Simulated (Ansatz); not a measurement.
Working through relaxations under a series of pressures of Ge, space group P6_3/mmc

With the Ansatz DFT code, driven from Python.

Notebook, run cell by cell (the value of a cell's last expression is shown):

```python
import warnings

import ansatz as az
import numpy as np
```

```python
XC = "PBEsol"
MESH = (7, 7, 4)
OCCUPATIONS = "Fermi-Dirac"
```

```python
def edges_and_angles(cell):
    cell = np.asarray(cell)
    a, b, c = np.linalg.norm(cell, axis=1)
    cosines = cell[1] @ cell[2] / (b * c), cell[0] @ cell[2] / (a * c), cell[0] @ cell[1] / (a * b)
    return (a, b, c, *np.degrees(np.arccos(cosines)))
```

```python
warnings.simplefilter("ignore", az.DeckWarning)
```

```python
lattice = az.Lattice.of(
    [3.99759, 0.0, 0.0],
    [-1.99879, 3.46201, 0.0],
    [0.0, 0.0, 6.59938],
)
sites = [
    ("Ge", [2 / 3, 1 / 3, 0.0629]),
    ("Ge", [1 / 3, 2 / 3, 0.5629]),
    ("Ge", [2 / 3, 1 / 3, 0.4371]),
    ("Ge", [1 / 3, 2 / 3, 0.9371]),
]
crystal = az.Crystal(lattice=lattice)
for symbol, position in sites:
    crystal = crystal.atom(symbol, position)
```

```python
[site.symbol for site in crystal.resolved().sites]
```

    ['Ge', 'Ge', 'Ge', 'Ge']

```python
base = (
    crystal.calculation()
    .functional(XC)
    .kpoints(*MESH)
    .occupations(OCCUPATIONS)
)
```

```python
# H = F + PV, with 1 GPa A^3 = 1/160.21766 eV
rows = []
for pressure in [-2, 0, 2, 5, 10]:
    outcome = base.relax(cell=True, pressure=pressure, force_tolerance=0.005).run(threads=1)
    cell = outcome.lattice.cell_ang
    n_atoms = len(outcome.lattice.sites)
    volume = abs(np.linalg.det(cell)) / n_atoms
    enthalpy = outcome.report["free_energy_ev"] / n_atoms + pressure * volume / 160.21766
    rows.append((pressure, volume, enthalpy, *edges_and_angles(cell)))
    print(f"{pressure} GPa done: {volume:.4f} A^3/atom")
```

    -2 GPa done: 23.5984 A^3/atom
    0 GPa done: 22.8341 A^3/atom
    2 GPa done: 22.1899 A^3/atom
    5 GPa done: 21.4034 A^3/atom
    10 GPa done: 20.3699 A^3/atom

```python
print(" P (GPa)  V (A^3/atom)  H (eV/atom)     a       b       c")
for row in rows:
    print("{:8.1f} {:12.4f} {:14.5f} {:7.4f} {:7.4f} {:7.4f}".format(*row[:6]))
p, v = np.array([row[0] for row in rows], float), np.array([row[1] for row in rows])
print("mean bulk modulus between rows (GPa):", np.round(-np.diff(p) / np.diff(np.log(v)), 1))
```

     P (GPa)  V (A^3/atom)  H (eV/atom)     a       b       c
        -2.0      23.5984    -4253.76700  4.0484  4.0484  6.6504
         0.0      22.8341    -4253.47732  4.0029  4.0029  6.5820
         2.0      22.1899    -4253.19642  3.9642  3.9642  6.5219
         5.0      21.4034    -4252.78853  3.9151  3.9151  6.4496
        10.0      20.3699    -4252.13741  3.8484  3.8484  6.3526
    mean bulk modulus between rows (GPa): [ 60.7  69.9  83.1 101. ]

The volume falls from 23.60 Å³ an atom at -2 GPa to 20.37 at 10 GPa, by 13.7 %. Between -2 and 0 GPa, -V dP/dV is about 61 GPa, a mean over that step.

What to keep in mind:
- Total energies depend on the potentials; only differences at equal settings carry meaning.
- At a fixed pressure a relaxation lowers the enthalpy F + PV, while F alone can rise.
- This isn't the structure that Ge takes at ambient conditions.
- Symmetry holds the cell in this phase, whether or not it is the stable one at each pressure.
- Finished in 53 s on 1 thread of AMD EPYC 7B13 (Zen 3) (shared host), peak memory 0.48 GiB.
